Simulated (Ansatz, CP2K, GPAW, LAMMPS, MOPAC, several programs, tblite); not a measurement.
# Many methods on one cell: SiC (P6_3mc)

SiC (P6_3mc) from a database of computed structures, relaxed with r2SCAN in Ansatz, was computed with several methods. The symmetry is P6_3mc (No. 186, hexagonal); conventional cell a = 3.075 Å, c = 5.048 Å, 10.34 Å³ an atom. Si is surrounded by 4 C at 1.88–1.90 Å; C is surrounded by 4 Si at 1.88–1.90 Å. Calculated for a static, non-magnetic cell.

```cif
data_structure
_symmetry_space_group_name_H-M 'P 1'
_symmetry_Int_Tables_number 1
_cell_length_a 3.0754
_cell_length_b 3.0754
_cell_length_c 5.0481
_cell_angle_alpha 90.000
_cell_angle_beta 90.000
_cell_angle_gamma 120.000
_cell_volume 41.35
loop_
_atom_site_label
_atom_site_type_symbol
_atom_site_fract_x
_atom_site_fract_y
_atom_site_fract_z
_atom_site_occupancy
Si1 Si 0.33333 0.66667 0.49959 1
Si2 Si 0.66667 0.33333 0.99959 1
C1 C 0.33333 0.66667 0.87541 1
C2 C 0.66667 0.33333 0.37541 1
```

Gaps and times are for a single point on this cell; volume and bulk modulus come from each method's own relaxation or energy curve at fixed shape, which is too stiff where a cell has free coordinates or axes. Times are rough, from shared hosts (Intel Xeon Gold 6455B), and each method has its own mesh and cell size. A double dagger marks a value from a curve with shape and coordinates held. A star marks a curve whose lowest point is an end point. PM6 (MOPAC), PM7 (MOPAC), GFN1-xTB (tblite), GFN2-xTB (tblite) treat a cluster of cells at its zone centre, which samples few k points: where these miss a band edge, the gap comes out too large for that reason alone. Gaps from k meshes are read at a limited set of points (mesh, symmetry points, PBE's band edges), so each method's own least gap may be somewhat smaller. Force fields have no electrons; where one was fitted to this phase, its volume and modulus reflect the fit. xTB and the PM methods were fitted mostly to molecules, and can miss a solid's gap by electronvolts. Minimal bases can be far off for gaps. GLLB-SC's gap includes the derivative discontinuity. d marks a direct gap, i an indirect one (no mark: not told apart), a dash a value that wasn't computed or didn't pass its checks.

| method | kind | gap (eV) | own volume (Å³/atom) | bulk modulus (GPa) | atoms computed | processor time |
| --- | --- | --- | --- | --- | --- | --- |
| SiC_Erhart-Albe.tersoff (LAMMPS) | force field | – | 10.36 | 224‡ | 4 | 0.1 s |
| SiC.vashishta (LAMMPS) | force field | – | 10.17 | 234‡ | 4 | 0.1 s |
| SiCGe.tersoff (LAMMPS) | force field | – | 10.09 | – | 4 | 0.1 s |
| light PBE (260 eV and a coarse mesh) | light plane-wave | 2.24 i | – | – | 4 | 0.47 s |
| non-self-consistent DFTB (CP2K) | tight binding | 7.45 d | – | – | 4 | 0.94 s |
| PBE | semilocal | 2.28 i | 10.50 | 213‡ | 4 | 2.4 s |
| r2SCAN | semilocal | 2.65 i | 10.34 | 228‡ | 4 | 4.8 s |
| GLLB-SC (GPAW) | model potential | 3.82 | – | – | 4 | 7.7 s |
| PBE/SZV (CP2K) | small basis | 6.20 i | 11.28*‡ | 199*‡ | 4 | 8.8 s |
| GFN1-xTB (tblite) | tight binding | 3.39 | 11.33*‡ | 202*‡ | 128 | 12 s |
| PBE/single zeta (GPAW) | small basis | 4.48 i | – | – | 4 | 14 s |
| PM7 (MOPAC) | semi-empirical | 7.61 | 11.18‡ | 345‡ | 128 | 17 s |
| GFN2-xTB (tblite) | tight binding | 3.00 | 10.46‡ | 233‡ | 128 | 21 s |
| PBE/DZVP (CP2K) | small basis | 2.33 i | 10.46‡ | 214‡ | 4 | 23 s |
| PM6 (MOPAC) | semi-empirical | 11.48 | – | – | 128 | 36 s |

Against r2SCAN (2.65 eV) and with closed or daggered gaps left aside, the nearest gap at the points sampled is that of PBE/DZVP (CP2K) (-0.32 eV) and the farthest that of PM6 (MOPAC) (+8.83 eV). r2SCAN is only a yardstick of convenience: semilocal gaps usually lie below measured ones, which GLLB-SC and hybrids aim to mend.

Volumes against r2SCAN's: SiC_Erhart-Albe.tersoff (LAMMPS) +0.2 %, SiC.vashishta (LAMMPS) -1.6 %, SiCGe.tersoff (LAMMPS) -2.4 %, PBE +1.6 %.

Relaxed on its own, the cell leaves this structure with non-self-consistent DFTB (CP2K), so no volume is listed.
